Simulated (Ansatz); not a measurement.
**C2H6OSeSi: a ladder of functionals and wavefunction methods**

The task here is to estimate one member of a computed series from the others.

Method: functionals in def2-TZVPP, the program's frozen cores in correlated methods; program: Ansatz 0.2.0, Gaussian basis.

The runs, in order: PBE-D4, r2SCAN-D4, PBE0-D4, B3LYP-D4, ωB97X-V, ωB97M-V, B2PLYP; CCSD(T)/def2-TZVPP; MP2/def2-QZVPP; extrapolation to the limit.

### Structure used throughout

All runs share one geometry, relaxed beforehand with PBE0-D4 in a triple-zeta def2 set.

SMILES `C[SiH2][Se]C=O`, 11 atoms, charge 0, spin multiplicity 1.

Atoms are counted from 1 here; the program's logs count them from 0.

Bond lengths: C1–Si2 1.863 Å, C1–H6 1.093 Å, C1–H7 1.092 Å, C1–H8 1.092 Å, Si2–Se3 2.291 Å, Si2–H9 1.484 Å, Si2–H10 1.490 Å, Se3–C4 1.943 Å, C4–O5 1.187 Å, C4–H11 1.105 Å. Angles: Si2–C1–H6 110.3°, Si2–C1–H7 110.7°, Si2–C1–H8 110.7°, H6–C1–H7 108.2°, H6–C1–H8 108.6°, H7–C1–H8 108.2°, C1–Si2–Se3 111.9°, C1–Si2–H9 110.9°, C1–Si2–H10 111.6°, Se3–Si2–H9 108.2°, Se3–Si2–H10 104.7°, H9–Si2–H10 109.3°, Si2–Se3–C4 97.1°, Se3–C4–O5 122.8°, Se3–C4–H11 112.9°, O5–C4–H11 124.3°.

Set-up of the first run:

in.yaml

```yaml
crystal:
  periodic: [false, false, false]
  atoms:
    - {symbol: C, position_ang: [-0.789725, 0.292155, 1.743740]}
    - {symbol: Si, position_ang: [0.073386, 0.838976, 0.186074]}
    - {symbol: Se, position_ang: [1.723660, -0.624500, -0.433678]}
    - {symbol: C, position_ang: [0.871790, -1.273707, -2.054614]}
    - {symbol: O, position_ang: [1.354911, -2.110975, -2.743444]}
    - {symbol: H, position_ang: [-1.563981, 1.012901, 2.020381]}
    - {symbol: H, position_ang: [-0.082026, 0.217499, 2.572049]}
    - {symbol: H, position_ang: [-1.256731, -0.684609, 1.604474]}
    - {symbol: H, position_ang: [0.686517, 2.178997, 0.363869]}
    - {symbol: H, position_ang: [-0.858825, 0.872962, -0.975769]}
    - {symbol: H, position_ang: [-0.093578, -0.776698, -2.262382]}
basis:
  gaussian: {orbitals: def2-TZVPP}
hamiltonian: {xc: pbe, dispersion: d4}
output: {forces: true, orbitals: {seedname: orbitals}}
```

Started as:

```sh
> ansatz run in.yaml --threads 4 --pin off --events-out ev --progress --plain --max-ram 10444MiB
```

Among the steps run: PBE-D4 (GGA); r2SCAN-D4 (meta-GGA); PBE0-D4 (hybrid); B3LYP-D4 (hybrid); ωB97X-V (range-separated); ωB97M-V (range-separated); B2PLYP (double hybrid); CCSD(T) in def2-TZVPP; MP2 in def2-QZVPP.

One table of the session follows, with a row left open; its other results are not shown here.

```
            method  atomisation energy (kcal/mol)
            PBE-D4                          977.9
         r2SCAN-D4                          961.4
           PBE0-D4                          956.4
          B3LYP-D4                          954.7
           ωB97X-V                          957.4
           ωB97M-V                          954.5
            B2PLYP                          943.8
     HF/def2-TZVPP                          681.0
    MP2/def2-TZVPP                          944.8
   CCSD/def2-TZVPP                              ?
CCSD(T)/def2-TZVPP                          929.4
           MP2/CBS                          971.3
       CCSD(T)/CBS                          955.9
```

**Question.** Estimate the row for CCSD/def2-TZVPP.

The run gave: atomisation energy (kcal/mol): 912.3. In the column «atomisation energy (kcal/mol)» it lies between HF/def2-TZVPP (681.0) and CCSD(T)/def2-TZVPP (929.4).

Limits of these values: Free atoms (2 C, 1 Si, 1 Se, 1 O, 6 H) were run apart at each level; the atomisation energy is their sum less the molecule, without zero-point or spin-orbit terms.
